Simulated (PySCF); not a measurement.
# Ni²⁺, Ni³⁺: ionisation energy in def2-SVP

Aim: the ionisation energy of nickel from differences of total energies, at each level of theory, and how far each lands from the tabulated value where there is one.

Method: unrestricted determinants in a Gaussian basis, no spin-orbit coupling in the energies. Code: PySCF 2.14.0.

### 1 The system

| Property | Result |
| --- | --- |
| Element | nickel (Z = 28) |
| Basis | def2-SVP (5s3p2d1f, 31 functions) |
| Hamiltonian | no relativity, point nucleus |
| State 1 | Ni²⁺: [Ar] 3d8, high-spin 3F determinant |
| State 2 | Ni³⁺: [Ar] 3d7, high-spin 4F determinant |
| Methods | UHF, B3LYP, MN15, MP2 |
| Core shells frozen in the correlated runs | valence: [Ar] (for Ni²⁺) |

Outer shells as boxes (Hund's rule):

Ni2+ [Ar] 3d8
```
[Ar] core
3d [↑↓][↑↓][↑↓][↑ ][↑ ]
```

Ni3+ [Ar] 3d7
```
[Ar] core
3d [↑↓][↑↓][↑ ][↑ ][↑ ]
```

One driver process ran all states and methods and kept the integrals in memory. Each run is shown as a PySCF script that sums up its settings (the driver passes frozen orbitals as a list and adds second-order terms of double hybrids); the logs are those of the runs themselves. The driver starts from symmetry-adapted Hartree-Fock orbitals, holds the occupation by maximum overlap and uses a logarithmic radial grid for functionals, so a plain start would take other cycles.

It was started by

```
OMP_NUM_THREADS=1 python atomrun2.py TASK.json OUT
```

The integrals over 31 functions and the set-up took 0.1 s of CPU time.

### 2 Ni²⁺

Level: UHF.

Input file input.py:

```python
from pyscf import gto, scf, dft, mp, cc
import basis_set_exchange as bse
mol = gto.M(atom="Ni 0 0 0", charge=2, spin=2, symmetry="D2h",
            basis=gto.basis.parse(bse.get_basis("def2-SVP", elements=["Ni"], fmt="nwchem", header=False)))
mf = scf.UHF(mol)
mf.irrep_nelec = {'Ag': (5, 3), 'B1g': (1, 1), 'B2g': (1, 1), 'B3g': (1, 1), 'B1u': (2, 2), 'B2u': (2, 2), 'B3u': (2, 2)}
mf.kernel()
```

Level: B3LYP.

input.py, as changed from the run before:

```diff
@@ -4,3 +4,3 @@
             basis=gto.basis.parse(bse.get_basis("def2-SVP", elements=["Ni"], fmt="nwchem", header=False)))
-mf = scf.UHF(mol)
+mf = dft.UKS(mol, xc="B3LYP")
 mf.irrep_nelec = {'Ag': (5, 3), 'B1g': (1, 1), 'B2g': (1, 1), 'B3g': (1, 1), 'B1u': (2, 2), 'B2u': (2, 2), 'B3u': (2, 2)}
```

Level: MN15.

input.py, as changed from the run before:

```diff
@@ -4,3 +4,3 @@
             basis=gto.basis.parse(bse.get_basis("def2-SVP", elements=["Ni"], fmt="nwchem", header=False)))
-mf = dft.UKS(mol, xc="B3LYP")
+mf = dft.UKS(mol, xc="MN15")
 mf.irrep_nelec = {'Ag': (5, 3), 'B1g': (1, 1), 'B2g': (1, 1), 'B3g': (1, 1), 'B1u': (2, 2), 'B2u': (2, 2), 'B3u': (2, 2)}
```

Level: MP2 (valence).

```python
from pyscf import gto, scf, dft, mp, cc
import basis_set_exchange as bse
mol = gto.M(atom="Ni 0 0 0", charge=2, spin=2, symmetry="D2h",
            basis=gto.basis.parse(bse.get_basis("def2-SVP", elements=["Ni"], fmt="nwchem", header=False)))
mf = scf.UHF(mol)
mf.irrep_nelec = {'Ag': (5, 3), 'B1g': (1, 1), 'B2g': (1, 1), 'B3g': (1, 1), 'B1u': (2, 2), 'B2u': (2, 2), 'B3u': (2, 2)}
mf.kernel()
mp.UMP2(mf, frozen=9).kernel()
```

### 3 Ni³⁺: the ladder of methods

Level: UHF.

Input file input.py:

```python
from pyscf import gto, scf, dft, mp, cc
import basis_set_exchange as bse
mol = gto.M(atom="Ni 0 0 0", charge=3, spin=3, symmetry="D2h",
            basis=gto.basis.parse(bse.get_basis("def2-SVP", elements=["Ni"], fmt="nwchem", header=False)))
mf = scf.UHF(mol)
mf.irrep_nelec = {'Ag': (5, 4), 'B1g': (1, 1), 'B2g': (1, 0), 'B3g': (1, 0), 'B1u': (2, 2), 'B2u': (2, 2), 'B3u': (2, 2)}
mf.kernel()
```

Level: B3LYP.

input.py, as changed from the run before:

```diff
@@ -4,3 +4,3 @@
             basis=gto.basis.parse(bse.get_basis("def2-SVP", elements=["Ni"], fmt="nwchem", header=False)))
-mf = scf.UHF(mol)
+mf = dft.UKS(mol, xc="B3LYP")
 mf.irrep_nelec = {'Ag': (5, 4), 'B1g': (1, 1), 'B2g': (1, 0), 'B3g': (1, 0), 'B1u': (2, 2), 'B2u': (2, 2), 'B3u': (2, 2)}
```

Level: MN15.

input.py, as changed from the run before:

```diff
@@ -4,3 +4,3 @@
             basis=gto.basis.parse(bse.get_basis("def2-SVP", elements=["Ni"], fmt="nwchem", header=False)))
-mf = dft.UKS(mol, xc="B3LYP")
+mf = dft.UKS(mol, xc="MN15")
 mf.irrep_nelec = {'Ag': (5, 4), 'B1g': (1, 1), 'B2g': (1, 0), 'B3g': (1, 0), 'B1u': (2, 2), 'B2u': (2, 2), 'B3u': (2, 2)}
```

Level: MP2 (valence).

Input file input.py:

```python
from pyscf import gto, scf, dft, mp, cc
import basis_set_exchange as bse
mol = gto.M(atom="Ni 0 0 0", charge=3, spin=3, symmetry="D2h",
            basis=gto.basis.parse(bse.get_basis("def2-SVP", elements=["Ni"], fmt="nwchem", header=False)))
mf = scf.UHF(mol)
mf.irrep_nelec = {'Ag': (5, 4), 'B1g': (1, 1), 'B2g': (1, 0), 'B3g': (1, 0), 'B1u': (2, 2), 'B2u': (2, 2), 'B3u': (2, 2)}
mf.kernel()
mp.UMP2(mf, frozen=9).kernel()
```

**Question.** What will these runs give?

**Answer**, as computed:

| quantity | value |
| --- | --- |
| ionisation energy, Ni²⁺ | UHF 33.160, MP2 (valence) 34.810 eV; reference 35.187 ± 0.019 |

The methods span 3.358 eV, from UHF (33.160) to MN15 (36.518). The reference is uncertain or not like for like (spin-orbit coupling or other relativistic terms), so no ranking of close methods is drawn. The basis is finite, and no extrapolation was made.
